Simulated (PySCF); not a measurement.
# DyH2O (Dy(H2O)3+): the cost of one run

Program: PySCF 2.14.0. Level of theory: PBE, Dy lcecp-1-SVP with ECP55, O def2-SVP, H def2-SVP; scalar-relativistic core potentials, no spin–orbit coupling. These are calculated values, not measurements.

4 further runs of the same task are left out: 2 for a known fault of the program, 2 that didn't finish.

### 1 The starting structure

4 atoms, charge 3, spin multiplicity 1.

Bond lengths: Dy1–O2 2.178 Å, O2–H3 1.016 Å, O2–H4 1.016 Å. Angles: Dy1–O2–H3 128.9°, Dy1–O2–H4 128.9°, H3–O2–H4 102.1°.

As a file:

```xyz
4
DyH2O
Dy    0.0000    0.0000   -0.0707
O     0.0000    0.0000    2.1069
H     0.7902    0.0000    2.7455
H    -0.7902    0.0000    2.7455
```

Formal oxidation states: Dy +3. Each metal's 9 4f electrons lie in its core potential, so multiplicities, spins and levels count the valence alone. An earlier session relaxed this geometry at PBE, Dy lcecp-1-SVP with ECP55, O def2-SVP, H def2-SVP (singlet, point group C2v).

Its energy there is -112.015768 Eh.

### 2 Atoms moved at random, σ = 0.06 Å

Contents of run.py (the lines that set the calculation):

```python
mol = gto.M(atom='''
Dy    -0.00195     0.02074    -0.09244
O      0.09298    -0.04558     2.14906
H      0.71920     0.00156     2.80899
H     -0.81023     0.02328     2.66161''',
    basis={'Dy': 'lcecp-1-SVP', 'O': 'def2-SVP', 'H': 'def2-SVP'},
    ecp={'Dy': 'lcecp-1-SVP'},
    charge=3, spin=0)
mf = dft.RKS(mol, xc='PBE')
mf.grids.atom_grid = (50, 194)  # f atoms: unpruned, at least (60, 302)
mf = mf.density_fit()  # fitting sets: Dy AutoAux, O def2-universal-JKFIT, H def2-universal-JKFIT
mf.conv_tol = 1e-08; mf.max_cycle = 55
mf.kernel(dm0)  # dm0: the density of the relaxed state
```

Run with:

```bash
OMP_NUM_THREADS=2 python run.py
```

**Question.** How long does this run take on 2 threads of Intel Xeon 6975P-C (Granite Rapids), shared host?

About 1 s.
